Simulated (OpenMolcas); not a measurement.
# CuN2H8O2 (cis-Cu(NH3)2(OH)2), step by step

We compute a series of 9 runs (ROHF/ANO-R0, CASSCF(13,7)/ANO-R1, CASPT2[IPEA 0](13,7)/ANO-R1, SC-NEVPT2(13,7)/ANO-R1, MC-PDFT[tBLYP](13,7)/ANO-R1, CASPT2(13,7)/ANO-R1) of CuN2H8O2 (cis-Cu(NH3)2(OH)2). 

The results are computed with OpenMolcas 26.06.

1 further run of the same task is left out (set aside as unsound or not needed).

### Step 1. The structure to begin with

CuN2H8O2: 13 atoms, total charge 0, spin state doublet. As SMILES, `[NH3]->[Cu](<-[NH3])([OH])[OH]`. The shape comes from GFN2-xTB, which is rough for such elements, and wasn't checked as a minimum. This is one conformer, not always the lowest.

Bond lengths: Cu1–N2 2.142 Å, Cu1–N6 2.143 Å, Cu1–O10 1.849 Å, Cu1–O12 1.851 Å, N2–H3 1.017 Å, N2–H4 1.011 Å, N2–H5 1.011 Å, N6–H7 1.017 Å, N6–H8 1.011 Å, N6–H9 1.011 Å, O10–H11 0.957 Å, O12–H13 0.958 Å. Some angles: N2–Cu1–N6 88.6°, N2–Cu1–O10 171.6°, N2–Cu1–O12 83.2°, N6–Cu1–O10 83.3°, N6–Cu1–O12 171.6°, O10–Cu1–O12 105.0°, Cu1–N2–H3 91.3°, Cu1–N2–H4 116.7°, Cu1–N2–H5 117.3°, Cu1–N6–H7 91.5°.

### Step 2. A single-point energy at ROHF/ANO-R0 (sfX2C) (run 1)

Contents of step1.input:

```
&gateway
  coord
  13
  angstrom
  Cu      -0.373210      -0.368120      -0.006730
  N        1.768260      -0.355010       0.013910
  H        1.798010      -1.371600       0.021350
  H        2.211750       0.001730       0.849890
  H        2.238620      -0.006810      -0.810930
  N       -0.333760       1.774160       0.012360
  H       -1.349440       1.818810      -0.009840
  H        0.042190       2.224510      -0.811400
  H        0.009890       2.226080       0.849260
  O       -2.202860      -0.116920      -0.088860
  H       -2.696400      -0.934220      -0.153140
  O       -0.144020      -2.204350       0.044560
  H       -0.969030      -2.688260       0.089580
  basis=ANO-R0
  group=NoSym

&seward

&scf
  uhf
  spin=2
  prorbitals=1 1

&rasscf
  fileorb=$Project.UnaOrb
  spin=2
  nactel=1 0 0
  inactive=33
  ras2=1
  outorbitals=Canonical
  orblisting=Nothing
```

The run is started by

```console
$ export MOLCAS_MEM=1860
$ pymolcas step1.input > step1.log
```

The program printed:

```text
--- Start Module: gateway ---
[...]
--- Stop Module: gateway /rc=_RC_ALL_IS_WELL_ ---
[...]
      Basis functions           43
[...]
--- Start Module: scf ---
[...]
       Convergence after  17 Iterations
[...]
::    Total SCF energy                              -1915.4256137821
[...]
      Total spin, S                                     0.5324590940
[...]
--- Stop Module: scf /rc=_RC_ALL_IS_WELL_ ---
[...]
--- Start Module: rasscf ---
[...]
      Number of active orbitals                  1
[...]
      Spin quantum number                      0.5
[...]
      Active orbitals                            1
[...]
      Number of CSFs                             1
[...]
      Number of root(s) required                 1
[...]
      Convergence after 14 iterations
[...]
      printout of CI-coefficients larger than  0.05 for root  1
      energy=   -1915.418277
      conf/sym  1     Coeff  Weight
             1  u   1.00000 1.00000
      Natural orbitals and occupation numbers for root  1
      sym 1:   1.000000
      ************************************************************************************************************************
      *                                                    Final results                                                     *
[...]
::    RASSCF root number  1 Total energy:  -1915.41827738
[...]
      Total electronic charge=   67.000000
      Total            charge=   -0.000000
[...]
      Dipole Moment (debye):
      Origin of the operator (angstrom)=   -0.3026   -0.2988   -0.0056
                   X=  4.7251E+00               Y=  4.6749E+00               Z=  9.0958E-02           Total=  6.6475E+00
      Quadrupole Moment (debye*angstrom):
[...]
--- Stop Module: rasscf /rc=_RC_ALL_IS_WELL_ ---
[...]
```

It took 11 s on 1 thread of AMD EPYC 7R43 (Zen 3), shared host; peak memory 0.41 GiB.

### Step 3. The excited states at CASSCF(13,7)/ANO-R1 (sfX2C, RICD fitting, 5 states averaged) (run 2)

Contents of step2.input:

```
* CuH8N2O2 CASSCF
&GATEWAY
COORD
13
angstrom
Cu      -0.373210      -0.368120      -0.006730
N        1.768260      -0.355010       0.013910
H        1.798010      -1.371600       0.021350
H        2.211750       0.001730       0.849890
H        2.238620      -0.006810      -0.810930
N       -0.333760       1.774160       0.012360
H       -1.349440       1.818810      -0.009840
H        0.042190       2.224510      -0.811400
H        0.009890       2.226080       0.849260
O       -2.202860      -0.116920      -0.088860
H       -2.696400      -0.934220      -0.153140
O       -0.144020      -2.204350       0.044560
H       -0.969030      -2.688260       0.089580
BASIS=ANO-R0
GROUP=NoSym
&SEWARD
&RASSCF
FILEORB=$CurrDir/step1.RasOrb
ALTER=6
1 18 28
1 22 29
1 23 30
1 24 31
1 25 32
1 26 33
SPIN=2
NACTEL=13 0 0
INACTIVE=27
RAS2=7
CIROOT=5 5 1
ORBLISTING=Nothing
>>> COPY $Project.RunFile RUNFIL1
>>> COPY $Project.RasOrb INPORB
&GATEWAY
COORD
13
angstrom
Cu      -0.373210      -0.368120      -0.006730
N        1.768260      -0.355010       0.013910
H        1.798010      -1.371600       0.021350
H        2.211750       0.001730       0.849890
H        2.238620      -0.006810      -0.810930
N       -0.333760       1.774160       0.012360
H       -1.349440       1.818810      -0.009840
H        0.042190       2.224510      -0.811400
H        0.009890       2.226080       0.849260
O       -2.202860      -0.116920      -0.088860
H       -2.696400      -0.934220      -0.153140
O       -0.144020      -2.204350       0.044560
H       -0.969030      -2.688260       0.089580
BASIS=ANO-R1
GROUP=NoSym
RICD
&SEWARD
>>> COPY $Project.RunFile RUNFIL2
&EXPBAS
&RASSCF
FILEORB=$Project.ExpOrb
SPIN=2
NACTEL=13 0 0
INACTIVE=27
RAS2=7
CIROOT=5 5 1
ORBLISTING=Nothing
ORBAPPEAR=Compact
```

The run is started by

```console
$ export MOLCAS_MEM=1860
$ pymolcas step2.input > step2.log
```

The program printed:

```text
[...]
      Basis functions           43
[...]
      Number of active orbitals                  7
[...]
      Spin quantum number                      0.5
[...]
      Active orbitals                            7
[...]
      Number of CSFs                             7
[...]
      Number of root(s) required                 5
[...]
      Convergence after 17 iterations
[...]
      Natural orbitals and occupation numbers for root  1
      sym 1:   2.000000   2.000000   2.000000   2.000000   2.000000   2.000000   1.000000
      Natural orbitals and occupation numbers for root  2
      sym 1:   2.000000   1.000000   2.000000   2.000000   2.000000   2.000000   2.000000
      Natural orbitals and occupation numbers for root  3
      sym 1:   2.000000   1.000000   2.000000   2.000000   2.000000   2.000000   2.000000
[...]
::    RASSCF root number  1 Total energy:  -1915.41494166
::    RASSCF root number  2 Total energy:  -1915.32752763
[...]
      Basis functions          127
[...]
      Convergence after 19 iterations
[...]
      Natural orbitals and occupation numbers for root  2
      sym 1:   2.000000   1.000000   2.000000   2.000000   2.000000   2.000000   2.000000
      Natural orbitals and occupation numbers for root  3
      sym 1:   2.000000   2.000000   2.000000   2.000000   2.000000   1.000000   2.000000
      Natural orbitals and occupation numbers for root  4
      sym 1:   2.000000   2.000000   2.000000   1.000000   2.000000   2.000000   2.000000
      Natural orbitals and occupation numbers for root  5
      sym 1:   2.000000   2.000000   1.000000   2.000000   2.000000   2.000000   2.000000
[...]
::    RASSCF root number  2 Total energy:  -1916.72502498
::    RASSCF root number  3 Total energy:  -1916.71313657
::    RASSCF root number  4 Total energy:  -1916.70805841
::    RASSCF root number  5 Total energy:  -1916.70415954
[...]
```

It took 46 s on 1 thread of AMD EPYC 7R43 (Zen 3), shared host; peak memory 0.41 GiB.

The roots found:

```csv
excited state,energy (eV)
1,1.273
2,1.596
3,1.734
4,1.841
```

Runs 3 to 8 aren't shown in full; the table further down has their settings and results.

### Step 4. The vertical excitations at CASPT2(13,7)/ANO-R1 (sfX2C, RICD fitting, ipea shift 0.25 Eh, pt2 variant XMS, 5 states averaged) (run 9)

Contents of step9.inp:

```
>>> EXPORT MOLCAS_PRINT=2

&GATEWAY
  Coord
  13
  angstrom
  Cu      -0.373210      -0.368120      -0.006730
  N        1.768260      -0.355010       0.013910
  H        1.798010      -1.371600       0.021350
  H        2.211750       0.001730       0.849890
  H        2.238620      -0.006810      -0.810930
  N       -0.333760       1.774160       0.012360
  H       -1.349440       1.818810      -0.009840
  H        0.042190       2.224510      -0.811400
  H        0.009890       2.226080       0.849260
  O       -2.202860      -0.116920      -0.088860
  H       -2.696400      -0.934220      -0.153140
  O       -0.144020      -2.204350       0.044560
  H       -0.969030      -2.688260       0.089580
  Basis=ANO-R1
  Group=NoSym
  RICD

&SEWARD

&RASSCF
  FileOrb=$CurrDir/step2.RasOrb
  Spin=2
  Nactel=13 0 0
  Inactive=27
  Ras2=7
  CIRoot=5 5 1
  OrbListing=Nothing
  OrbAppear=Compact

&CASPT2
  XMultistate=all
  IPEA=0.25
  Imaginary=0.2
  Properties
```

The run is started by

```console
$ export MOLCAS_MEM=1860
$ pymolcas step9.inp > step9.log
```

The program printed:

```text
--- Start Module: gateway ---
[...]
      Basis functions          127
[...]
      Number of active orbitals                  7
[...]
      Spin quantum number                      0.5
[...]
      Active orbitals                            7
[...]
      Number of CSFs                             7
[...]
      Number of root(s) required                 5
[...]
      Convergence after  4 iterations
[...]
      Natural orbitals and occupation numbers for root  1
      sym 1:   2.000000   2.000000   1.000000   2.000000   2.000000   2.000000   2.000000
      Natural orbitals and occupation numbers for root  2
      sym 1:   2.000000   1.000000   2.000000   2.000000   2.000000   2.000000   2.000000
      Natural orbitals and occupation numbers for root  3
      sym 1:   2.000000   2.000000   2.000000   2.000000   2.000000   1.000000   2.000000
      Natural orbitals and occupation numbers for root  4
      sym 1:   2.000000   2.000000   2.000000   1.000000   2.000000   2.000000   2.000000
      Natural orbitals and occupation numbers for root  5
      sym 1:   2.000000   2.000000   1.000000   2.000000   2.000000   2.000000   2.000000
      ************************************************************************************************************************
      *                                                    Final results                                                     *
[...]
::    RASSCF root number  1 Total energy:  -1916.77179834
::    RASSCF root number  2 Total energy:  -1916.72502500
[...]
      Total electronic charge=   67.000000
      Total            charge=   -0.000000
[...]
::    XMS-CASPT2 Root  2     Total energy:  -1918.05574909
::    XMS-CASPT2 Root  3     Total energy:  -1918.04797117
::    XMS-CASPT2 Root  4     Total energy:  -1918.03998048
::    XMS-CASPT2 Root  5     Total energy:  -1918.03065218
[...]
```

Wall time 71 s (1 thread of AMD EPYC 7R43 (Zen 3), shared host); peak memory 0.14 GiB.

The roots found:

```csv
excited state,energy (eV)
1,1.955
2,2.167
3,2.384
4,2.638
```

### Step 5. All runs side by side

```csv
run,level,integral approximation,task,energy (Eh),dipole moment (D) of the reference,wall time
1,ROHF/ANO-R0 (sfX2C),none,energy,-1915.418277,6.65,11 s
2,"CASSCF(13,7)/ANO-R1 (sfX2C, RICD fitting, 5 states averaged)",RICD,excited,-1916.771798,7.27,46 s
3,"CASSCF(13,7)/ANO-R1 (sfX2C, RICD fitting, multiplet size 2, 5 states averaged)",RICD,magnetism,-1916.771798,–,25 s
4,"CASPT2[IPEA 0](13,7)/ANO-R1 (sfX2C, RICD fitting, ipea shift 0 Eh, multiplet size 2, pt2 variant SS, 5 states averaged)",RICD,magnetism,-1918.120441,–,64 s
5,"SC-NEVPT2(13,7)/ANO-R1 (sfX2C, RICD fitting, pt2 variant QD-SC-NEVPT2, 5 states averaged)",RICD,excited,-1918.072173,7.27,45 s
6,"MC-PDFT[tBLYP](13,7)/ANO-R1 (sfX2C, RICD fitting, 5 states averaged)",RICD,excited,-1919.786233,7.27,44 s
7,"CASPT2[IPEA 0](13,7)/ANO-R1 (sfX2C, RICD fitting, ipea shift 0 Eh, pt2 variant SS)",RICD,energy,-1918.072899,7.33,37 s
8,"SC-NEVPT2(13,7)/ANO-R1 (sfX2C, RICD fitting, pt2 variant SC-NEVPT2)",RICD,energy,-1918.019284,7.33,33 s
9,"CASPT2(13,7)/ANO-R1 (sfX2C, RICD fitting, ipea shift 0.25 Eh, pt2 variant XMS, 5 states averaged)",RICD,excited,-1918.127593,7.27,71 s
```

### Step 6. Results

| quantity | value |
| --- | --- |
| run 9, CASPT2(13,7)/ANO-R1: energy of the lowest of 5 roots | -1918.12759 Eh |
| run 9, CASPT2(13,7)/ANO-R1: dipole moment (CASSCF density) | 7.27 D |
| run 9, CASPT2(13,7)/ANO-R1: lowest excitation energy within this active space | 1.95 eV |

In words: In run 1 the basis is minimal, so the values are rough. All runs together took 6.3 min, the longest 71 s.
